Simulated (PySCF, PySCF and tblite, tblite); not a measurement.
# C10H12O: conformers and averaged spectra

Which conformers does C10H12O (`CCCC(=O)c1ccccc1`) populate, and what do their averaged NMR parameters look like?

Computed with tblite 0.8.0 (tight binding) and PySCF 2.14.0 (DFT, with response routines of our own); each step states its level. Atoms count from 0 throughout.

### Step 1. The molecule as given

23 atoms, charge 0, multiplicity 1; geometry from: MMFF94s geometry.

Bonds of the start (Å): C0–C1 1.50, C0–H11 1.09, C0–H12 1.11, C0–H13 1.10, C10–H22 1.08, C1–C2 1.54, C1–H14 1.11, C1–H15 1.09, C2–C3 1.50, C2–H16 1.10, C2–H17 1.10, C3–C5 1.49, C3–O4 1.25, C5–C10 1.40, C5–C6 1.40, C6–C7 1.40, C6–H18 1.09, C7–C8 1.39, C7–H19 1.09, C8–C9 1.40, C8–H20 1.08, C9–C10 1.40, C9–H21 1.09.

### Step 2. GFN2-xTB relaxation, conformer 1

Job settings and geometry (Å):

```
{"job": {"xc": "GFN2-xTB", "basis": "xTB", "kind": "relax"}, "charge": 0, "multiplicity": 1}
C     -3.795600     0.961900    -0.343300
C     -2.808200    -0.061000     0.145200
C     -1.362900     0.311800    -0.219900
C     -0.358300    -0.697900     0.258600
O     -0.689800    -1.712200     0.900800
C      1.085900    -0.472800    -0.028800
C      2.024300    -1.412700     0.423900
C      3.392500    -1.237000     0.182600
C      3.832500    -0.126900    -0.524900
C      2.903900     0.819000    -0.977000
C      1.539700     0.647300    -0.735300
H     -3.605500     1.946300     0.092600
H     -4.825800     0.673800    -0.050900
H     -3.761900     1.053500    -1.435400
H     -2.893900    -0.149100     1.246200
H     -3.056400    -1.044800    -0.255300
H     -1.129200     1.290700     0.224400
H     -1.297100     0.379900    -1.314100
H      1.691400    -2.290800     0.985300
H      4.106100    -1.977900     0.541000
H      4.885500     0.018400    -0.715900
H      3.254600     1.694500    -1.529700
H      0.863500     1.413000    -1.091300
```

On the command line:

```
OMP_NUM_THREADS=1 python ens_run.py task.json out
```

This one command runs the whole study; its stages follow in the order run.

What it wrote:

```text
step      E/eV     max force
  0    -859.09831    2.443
  1    -859.14347    2.575
  2    -859.18775    0.271
  3    -859.19431    0.198
  4    -859.20073    0.133
  5    -859.20179    0.100
  6    -859.20371    0.076
  7    -859.20478    0.079
  8    -859.20615    0.078
  9    -859.20722    0.088
 10    -859.20806    0.083
 11    -859.20870    0.063
 12    -859.20924    0.057
 13    -859.20961    0.033
 14    -859.20961    0.033
 15    -859.20973    0.023
 16    -859.20990    0.021
 17    -859.20994    0.017
 18    -859.21002    0.020
 19    -859.21007    0.023
 20    -859.21010    0.013
 21    -859.21014    0.012
 22    -859.21016    0.010
 23    -859.21018    0.010
 24    -859.21020    0.010
 25    -859.21021    0.010
 26    -859.21023    0.009
 27    -859.21023    0.005
 28    -859.21024    0.004
 29    -859.21024    0.004
```

It took 0.26 s on 1 thread of Intel Xeon 6975P-C, shared host.

Gain 0.112 eV; displacement 0.03 Å root mean square.

GFN2-xTB relaxation, conformer 2:

Job settings and geometry (Å):

```
{"job": {"xc": "GFN2-xTB", "basis": "xTB", "kind": "relax"}, "charge": 0, "multiplicity": 1}
C      3.366500     0.171800    -1.042500
C      2.876200     0.393200     0.378600
C      1.389600     0.668400     0.475600
C      0.515600    -0.549400     0.221000
O      0.988200    -1.691000     0.160200
C     -0.967400    -0.376700     0.093900
C     -1.737900    -1.479900    -0.279000
C     -3.116700    -1.358500    -0.408100
C     -3.737000    -0.140800    -0.175600
C     -2.983300     0.966500     0.202100
C     -1.595700     0.849800     0.334100
H      4.436200     0.006000    -1.054700
H      3.137300     1.052500    -1.651200
H      2.883000    -0.696000    -1.503000
H      3.141000    -0.475900     0.998300
H      3.420500     1.245900     0.819800
H      1.120700     1.454200    -0.249200
H      1.153700     1.030200     1.481500
H     -1.267500    -2.443400    -0.455000
H     -3.710400    -2.225900    -0.695700
H     -4.823400    -0.038100    -0.278200
H     -3.466900     1.924700     0.386300
H     -1.026900     1.739400     0.649800
```

What it wrote:

```text
step      E/eV     max force
  0    -859.10324    1.848
  1    -859.13551    2.037
  2    -859.16655    0.254
  3    -859.17328    0.244
  4    -859.18025    0.143
  5    -859.18169    0.098
  6    -859.18386    0.133
  7    -859.18556    0.162
  8    -859.18741    0.117
  9    -859.18865    0.077
 10    -859.18967    0.087
 11    -859.19057    0.076
 12    -859.19137    0.069
 13    -859.19192    0.053
 14    -859.19225    0.040
 15    -859.19225    0.040
 16    -859.19238    0.028
 17    -859.19261    0.049
 18    -859.19269    0.036
 19    -859.19283    0.059
 20    -859.19306    0.061
 21    -859.19320    0.034
 22    -859.19334    0.028
 23    -859.19345    0.034
 24    -859.19355    0.033
 25    -859.19364    0.020
 26    -859.19370    0.019
 27    -859.19375    0.020
 28    -859.19381    0.022
 29    -859.19386    0.014
 30    -859.19390    0.010
 31    -859.19392    0.011
 32    -859.19394    0.013
 33    -859.19395    0.010
 34    -859.19397    0.007
 35    -859.19398    0.008
 36    -859.19399    0.008
 37    -859.19400    0.009
 38    -859.19401    0.009
 39    -859.19402    0.012
 40    -859.19403    0.010
 41    -859.19404    0.006
 42    -859.19405    0.008
 43    -859.19406    0.010
 44    -859.19408    0.015
 45    -859.19410    0.014
 46    -859.19412    0.011
 47    -859.19413    0.010
 48    -859.19415    0.010
 49    -859.19416    0.013
 50    -859.19418    0.012
 51    -859.19420    0.008
 52    -859.19421    0.006
 53    -859.19422    0.007
 54    -859.19423    0.008
 55    -859.19424    0.007
 56    -859.19425    0.005
 57    -859.19425    0.005
 58    -859.19425    0.005
 59    -859.19426    0.004
```

Run time: 0.58 s. Hardware: 1 thread of Intel Xeon 6975P-C, shared host.

Relaxing gained 0.091 eV and moved the atoms by 0.04 Å on average (rms).

### Step 3. GFN2-xTB relaxation, conformer 3

Job settings and geometry (Å):

```
{"job": {"xc": "GFN2-xTB", "basis": "xTB", "kind": "relax"}, "charge": 0, "multiplicity": 1}
C      3.250800    -0.476300    -0.175400
C      2.042500    -0.580100    -1.120900
C      1.279600     0.719100    -1.230200
C      0.534300     1.095000     0.033900
O      1.039100     1.864400     0.858900
C     -0.814300     0.496200     0.328900
C     -1.429200    -0.428600    -0.516900
C     -2.682000    -0.943600    -0.183700
C     -3.328500    -0.546100     0.980200
C     -2.727800     0.378200     1.830500
C     -1.470100     0.894900     1.502600
H      3.798700    -1.417100    -0.164700
H      2.921300    -0.262400     0.862000
H      3.925700     0.321400    -0.499300
H      2.407300    -0.862400    -2.103100
H      1.393800    -1.392400    -0.749700
H      0.562900     0.681700    -2.063700
H      1.948100     1.543700    -1.478400
H     -0.961000    -0.774600    -1.422300
H     -3.160700    -1.668400    -0.840500
H     -4.314900    -0.940000     1.233700
H     -3.224200     0.700000     2.739200
H     -0.996100     1.624300     2.188800
```

What it wrote:

```text
step      E/eV     max force
  0    -859.06253    1.749
  1    -859.11554    1.862
  2    -859.14696    0.303
  3    -859.15541    0.202
  4    -859.16249    0.161
  5    -859.16470    0.122
  6    -859.16680    0.101
  7    -859.16828    0.112
  8    -859.16994    0.086
  9    -859.17115    0.088
 10    -859.17205    0.071
 11    -859.17276    0.069
 12    -859.17346    0.058
 13    -859.17412    0.071
 14    -859.17471    0.063
 15    -859.17520    0.057
 16    -859.17562    0.052
 17    -859.17601    0.051
 18    -859.17639    0.066
 19    -859.17680    0.069
 20    -859.17723    0.058
 21    -859.17771    0.053
 22    -859.17820    0.054
 23    -859.17864    0.043
 24    -859.17896    0.047
 25    -859.17916    0.046
 26    -859.17931    0.036
 27    -859.17931    0.036
 28    -859.17938    0.031
 29    -859.17956    0.043
 30    -859.17961    0.045
 31    -859.17970    0.042
 32    -859.17982    0.022
 33    -859.17985    0.020
 34    -859.17993    0.025
 35    -859.17998    0.023
 36    -859.18004    0.020
 37    -859.18009    0.022
 38    -859.18017    0.028
 39    -859.18027    0.037
 40    -859.18038    0.035
 41    -859.18047    0.029
 42    -859.18056    0.030
 43    -859.18066    0.037
 44    -859.18077    0.037
 45    -859.18088    0.025
 46    -859.18097    0.025
 47    -859.18106    0.027
 48    -859.18115    0.032
 49    -859.18126    0.032
 50    -859.18138    0.028
 51    -859.18149    0.028
 52    -859.18162    0.027
 53    -859.18173    0.024
 54    -859.18180    0.016
 55    -859.18183    0.017
 56    -859.18186    0.016
 57    -859.18190    0.023
 58    -859.18196    0.029
 59    -859.18204    0.026
 60    -859.18212    0.016
 61    -859.18218    0.018
 62    -859.18226    0.021
 63    -859.18234    0.028
 64    -859.18242    0.026
 65    -859.18249    0.017
 66    -859.18255    0.017
 67    -859.18260    0.015
 68    -859.18265    0.017
 69    -859.18271    0.017
 70    -859.18277    0.022
 71    -859.18286    0.028
 72    -859.18297    0.023
 73    -859.18309    0.023
 74    -859.18323    0.025
 75    -859.18341    0.038
 76    -859.18362    0.043
 77    -859.18387    0.039
 78    -859.18412    0.035
 79    -859.18435    0.035
 80    -859.18456    0.045
 81    -859.18475    0.034
 82    -859.18492    0.026
 83    -859.18507    0.022
 84    -859.18523    0.036
 85    -859.18541    0.044
 86    -859.18561    0.039
 87    -859.18580    0.042
 88    -859.18596    0.037
 89    -859.18613    0.046
 90    -859.18630    0.045
 91    -859.18650    0.044
 92    -859.18669    0.033
 93    -859.18684    0.027
 94    -859.18698    0.036
 95    -859.18712    0.035
 96    -859.18727    0.032
 97    -859.18744    0.029
 98    -859.18764    0.030
 99    -859.18786    0.032
100    -859.18806    0.033
101    -859.18821    0.041
102    -859.18837    0.031
103    -859.18853    0.027
104    -859.18879    0.031
105    -859.18900    0.042
106    -859.18954    0.068
107    -859.19015    0.063
108    -859.19078    0.065
109    -859.19121    0.044
110    -859.19150    0.117
111    -859.19194    0.050
112    -859.19244    0.048
113    -859.19327    0.045
114    -859.19346    0.042
115    -859.19389    0.031
116    -859.19412    0.035
117    -859.19437    0.032
118    -859.19463    0.043
119    -859.19493    0.040
120    -859.19523    0.039
121    -859.19554    0.039
122    -859.19588    0.044
123    -859.19625    0.041
124    -859.19666    0.047
125    -859.19710    0.059
126    -859.19773    0.071
127    -859.19858    0.066
128    -859.19965    0.081
129    -859.20058    0.065
130    -859.20130    0.064
131    -859.20195    0.057
132    -859.20275    0.065
133    -859.20343    0.069
134    -859.20388    0.048
135    -859.20414    0.038
136    -859.20429    0.036
137    -859.20444    0.028
138    -859.20456    0.028
139    -859.20465    0.021
140    -859.20471    0.018
141    -859.20477    0.018
142    -859.20483    0.024
143    -859.20489    0.021
144    -859.20493    0.016
145    -859.20497    0.015
146    -859.20501    0.015
147    -859.20504    0.016
148    -859.20507    0.012
149    -859.20510    0.011
150    -859.20512    0.011
151    -859.20515    0.012
152    -859.20517    0.010
153    -859.20519    0.007
154    -859.20520    0.009
155    -859.20521    0.011
156    -859.20523    0.009
157    -859.20524    0.009
158    -859.20526    0.010
159    -859.20528    0.018
160    -859.20531    0.021
161    -859.20535    0.016
162    -859.20541    0.017
163    -859.20549    0.021
164    -859.20559    0.021
165    -859.20569    0.023
166    -859.20580    0.022
167    -859.20593    0.029
168    -859.20609    0.034
169    -859.20625    0.039
170    -859.20638    0.025
171    -859.20646    0.016
172    -859.20651    0.017
173    -859.20656    0.020
174    -859.20660    0.016
175    -859.20662    0.010
176    -859.20663    0.009
177    -859.20664    0.010
178    -859.20666    0.014
179    -859.20668    0.010
180    -859.20670    0.009
181    -859.20672    0.009
182    -859.20674    0.010
183    -859.20676    0.018
184    -859.20678    0.010
185    -859.20679    0.009
186    -859.20680    0.007
187    -859.20681    0.005
188    -859.20681    0.005
189    -859.20682    0.006
190    -859.20682    0.006
191    -859.20682    0.004
```

It took 1.7 s on 1 thread of Intel Xeon 6975P-C, shared host.

The energy fell by 0.144 eV, and the atoms moved 0.52 Å (root mean square).

**GFN2-xTB relaxation, conformer 4**

Job settings and geometry (Å):

```
{"job": {"xc": "GFN2-xTB", "basis": "xTB", "kind": "relax"}, "charge": 0, "multiplicity": 1}
C      3.530700     0.059400    -0.959200
C      2.345400    -0.206200    -0.039800
C      1.434900     0.993000     0.074600
C      0.273100     0.724300     1.006900
O      0.391500     0.919900     2.230900
C     -1.020500     0.177100     0.481100
C     -1.158700    -0.281900    -0.833800
C     -2.384800    -0.775000    -1.265800
C     -3.477200    -0.821400    -0.402400
C     -3.350400    -0.366700     0.911200
C     -2.120700     0.127000     1.347800
H      4.114700     0.904100    -0.597900
H      3.169700     0.292600    -1.960800
H      4.178800    -0.815600    -1.015900
H      1.794400    -1.076100    -0.391200
H      2.726500    -0.472300     0.977200
H      1.057300     1.315700    -0.906000
H      1.970500     1.855700     0.469700
H     -0.331600    -0.281100    -1.525300
H     -2.493400    -1.137900    -2.284600
H     -4.441600    -1.198100    -0.744000
H     -4.195200    -0.395000     1.587900
H     -2.018100     0.485300     2.389400
```

What it wrote:

```text
step      E/eV     max force
  0    -859.06578    2.241
  1    -859.11569    2.436
  2    -859.15706    0.286
  3    -859.16446    0.224
  4    -859.17249    0.131
  5    -859.17378    0.098
  6    -859.17556    0.106
  7    -859.17645    0.102
  8    -859.17736    0.070
  9    -859.17794    0.057
 10    -859.17842    0.057
 11    -859.17882    0.052
 12    -859.17924    0.053
 13    -859.17965    0.059
 14    -859.18001    0.042
 15    -859.18029    0.034
 16    -859.18029    0.034
 17    -859.18039    0.026
 18    -859.18060    0.020
 19    -859.18066    0.020
 20    -859.18077    0.022
 21    -859.18083    0.020
 22    -859.18093    0.030
 23    -859.18102    0.027
 24    -859.18110    0.018
 25    -859.18116    0.022
 26    -859.18122    0.025
 27    -859.18128    0.025
 28    -859.18136    0.023
 29    -859.18144    0.021
 30    -859.18154    0.033
 31    -859.18165    0.033
 32    -859.18172    0.020
 33    -859.18177    0.017
 34    -859.18181    0.016
 35    -859.18186    0.022
 36    -859.18191    0.023
 37    -859.18195    0.017
 38    -859.18199    0.011
 39    -859.18204    0.015
 40    -859.18209    0.021
 41    -859.18215    0.018
 42    -859.18220    0.020
 43    -859.18226    0.021
 44    -859.18233    0.024
 45    -859.18239    0.025
 46    -859.18245    0.023
 47    -859.18250    0.018
 48    -859.18257    0.017
 49    -859.18264    0.019
 50    -859.18270    0.017
 51    -859.18275    0.014
 52    -859.18280    0.016
 53    -859.18288    0.021
 54    -859.18296    0.021
 55    -859.18302    0.019
 56    -859.18307    0.018
 57    -859.18313    0.022
 58    -859.18321    0.025
 59    -859.18332    0.023
 60    -859.18341    0.018
 61    -859.18348    0.017
 62    -859.18353    0.018
 63    -859.18360    0.020
 64    -859.18365    0.019
 65    -859.18370    0.013
 66    -859.18373    0.011
 67    -859.18375    0.009
 68    -859.18376    0.011
 69    -859.18378    0.010
 70    -859.18380    0.012
 71    -859.18381    0.010
 72    -859.18383    0.009
 73    -859.18385    0.012
 74    -859.18387    0.011
 75    -859.18389    0.013
 76    -859.18392    0.013
 77    -859.18394    0.012
 78    -859.18397    0.011
 79    -859.18400    0.012
 80    -859.18403    0.015
 81    -859.18408    0.016
 82    -859.18411    0.018
 83    -859.18415    0.017
 84    -859.18418    0.013
 85    -859.18421    0.012
 86    -859.18425    0.011
 87    -859.18428    0.011
 88    -859.18430    0.010
 89    -859.18432    0.009
 90    -859.18434    0.009
 91    -859.18436    0.011
 92    -859.18438    0.011
 93    -859.18440    0.011
 94    -859.18443    0.014
 95    -859.18446    0.020
 96    -859.18451    0.020
 97    -859.18457    0.017
 98    -859.18463    0.015
 99    -859.18468    0.020
100    -859.18474    0.025
101    -859.18482    0.028
102    -859.18492    0.023
103    -859.18506    0.023
104    -859.18522    0.027
105    -859.18540    0.027
106    -859.18562    0.030
107    -859.18584    0.043
108    -859.18603    0.054
109    -859.18626    0.035
110    -859.18649    0.034
111    -859.18666    0.052
112    -859.18686    0.034
113    -859.18709    0.042
114    -859.18734    0.045
115    -859.18756    0.044
116    -859.18788    0.043
117    -859.18819    0.041
118    -859.18843    0.028
119    -859.18861    0.093
120    -859.18880    0.037
121    -859.18902    0.039
122    -859.18940    0.046
123    -859.18967    0.053
124    -859.18996    0.039
125    -859.19022    0.036
126    -859.19038    0.038
127    -859.19059    0.039
128    -859.19077    0.035
129    -859.19098    0.037
130    -859.19111    0.032
131    -859.19124    0.033
132    -859.19137    0.031
133    -859.19153    0.026
134    -859.19170    0.029
135    -859.19188    0.031
136    -859.19207    0.028
137    -859.19226    0.030
138    -859.19241    0.031
139    -859.19254    0.028
140    -859.19266    0.024
141    -859.19275    0.021
142    -859.19283    0.019
143    -859.19288    0.016
144    -859.19292    0.013
145    -859.19296    0.013
146    -859.19300    0.016
147    -859.19304    0.015
148    -859.19308    0.015
149    -859.19313    0.015
150    -859.19318    0.021
151    -859.19324    0.024
152    -859.19332    0.022
153    -859.19339    0.018
154    -859.19348    0.021
155    -859.19359    0.029
156    -859.19373    0.039
157    -859.19389    0.039
158    -859.19402    0.027
159    -859.19413    0.024
160    -859.19424    0.024
161    -859.19438    0.038
162    -859.19453    0.038
163    -859.19469    0.029
164    -859.19485    0.030
165    -859.19500    0.028
166    -859.19517    0.050
167    -859.19537    0.038
168    -859.19564    0.026
169    -859.19583    0.039
170    -859.19605    0.047
171    -859.19626    0.048
172    -859.19645    0.035
173    -859.19659    0.021
174    -859.19666    0.024
175    -859.19673    0.020
176    -859.19678    0.014
177    -859.19684    0.014
178    -859.19687    0.014
179    -859.19692    0.016
180    -859.19694    0.011
181    -859.19696    0.009
182    -859.19697    0.012
183    -859.19699    0.013
184    -859.19700    0.009
185    -859.19702    0.008
186    -859.19702    0.008
187    -859.19703    0.007
188    -859.19704    0.008
189    -859.19705    0.008
190    -859.19705    0.004
191    -859.19706    0.006
192    -859.19706    0.004
```

Wall time 1.5 s (1 thread of Intel Xeon 6975P-C, shared host).

Gain 0.131 eV; displacement 0.46 Å root mean square.

### Step 4. GFN2-xTB relaxation, conformer 5

Job settings and geometry (Å):

```
{"job": {"xc": "GFN2-xTB", "basis": "xTB", "kind": "relax"}, "charge": 0, "multiplicity": 1}
C      2.706100     0.914000     0.177800
C      2.757300    -0.596500     0.092100
C      1.443300    -1.273100     0.450100
C      0.394200    -1.056300    -0.649200
O      0.572500    -1.512100    -1.766700
C     -0.880200    -0.340800    -0.340200
C     -1.003000     0.553700     0.730600
C     -2.213500     1.206100     0.968400
C     -3.303600     0.968800     0.125500
C     -3.189100     0.095200    -0.947500
C     -1.975000    -0.556400    -1.186300
H      3.677100     1.343600    -0.035300
H      2.392000     1.248200     1.188200
H      1.992000     1.322700    -0.550900
H      3.085000    -0.886800    -0.900500
H      3.524600    -0.953600     0.815000
H      1.081100    -0.951100     1.434000
H      1.584300    -2.359300     0.523800
H     -0.173200     0.778000     1.400800
H     -2.310700     1.896300     1.802800
H     -4.255500     1.487900     0.308800
H     -4.030800    -0.076100    -1.612000
H     -1.879400    -1.225400    -2.019100
```

What it wrote:

```text
step      E/eV     max force
  0    -859.07864    1.088
  1    -859.12586    0.670
  2    -859.13796    0.386
  3    -859.14556    0.241
  4    -859.14985    0.121
  5    -859.15135    0.092
  6    -859.15309    0.106
  7    -859.15423    0.102
  8    -859.15529    0.072
  9    -859.15596    0.058
 10    -859.15656    0.059
 11    -859.15712    0.055
 12    -859.15767    0.051
 13    -859.15814    0.051
 14    -859.15859    0.052
 15    -859.15902    0.040
 16    -859.15940    0.038
 17    -859.15940    0.038
 18    -859.15957    0.035
 19    -859.15983    0.031
 20    -859.15994    0.030
 21    -859.16014    0.032
 22    -859.16027    0.035
 23    -859.16041    0.038
 24    -859.16055    0.032
 25    -859.16070    0.026
 26    -859.16084    0.030
 27    -859.16099    0.034
 28    -859.16117    0.033
 29    -859.16135    0.028
 30    -859.16149    0.027
 31    -859.16161    0.024
 32    -859.16173    0.030
 33    -859.16187    0.030
 34    -859.16199    0.024
 35    -859.16208    0.018
 36    -859.16215    0.020
 37    -859.16220    0.014
 38    -859.16225    0.017
 39    -859.16230    0.017
 40    -859.16235    0.020
 41    -859.16240    0.019
 42    -859.16243    0.014
 43    -859.16246    0.010
 44    -859.16248    0.009
 45    -859.16249    0.010
 46    -859.16251    0.012
 47    -859.16253    0.011
 48    -859.16255    0.012
 49    -859.16259    0.013
 50    -859.16263    0.016
 51    -859.16266    0.013
 52    -859.16268    0.009
 53    -859.16270    0.008
 54    -859.16271    0.007
 55    -859.16272    0.008
 56    -859.16273    0.007
 57    -859.16274    0.006
 58    -859.16275    0.006
 59    -859.16276    0.007
 60    -859.16277    0.008
 61    -859.16279    0.009
 62    -859.16280    0.007
 63    -859.16281    0.006
 64    -859.16282    0.006
 65    -859.16283    0.007
 66    -859.16284    0.009
 67    -859.16286    0.010
 68    -859.16288    0.010
 69    -859.16289    0.010
 70    -859.16291    0.010
 71    -859.16292    0.010
 72    -859.16294    0.009
 73    -859.16296    0.012
 74    -859.16298    0.012
 75    -859.16300    0.012
 76    -859.16302    0.010
 77    -859.16304    0.010
 78    -859.16306    0.010
 79    -859.16307    0.010
 80    -859.16309    0.010
 81    -859.16310    0.009
 82    -859.16311    0.009
 83    -859.16312    0.006
 84    -859.16313    0.007
 85    -859.16314    0.007
 86    -859.16315    0.011
 87    -859.16316    0.011
 88    -859.16318    0.010
 89    -859.16319    0.009
 90    -859.16321    0.010
 91    -859.16322    0.011
 92    -859.16322    0.008
 93    -859.16323    0.008
 94    -859.16324    0.008
 95    -859.16325    0.007
 96    -859.16325    0.006
 97    -859.16325    0.004
 98    -859.16326    0.003
```

Wall time 1 s (1 thread of Intel Xeon 6975P-C, shared host).

Relaxing gained 0.085 eV and moved the atoms by 0.07 Å on average (rms).

(Part 1 of 3 ends here.)
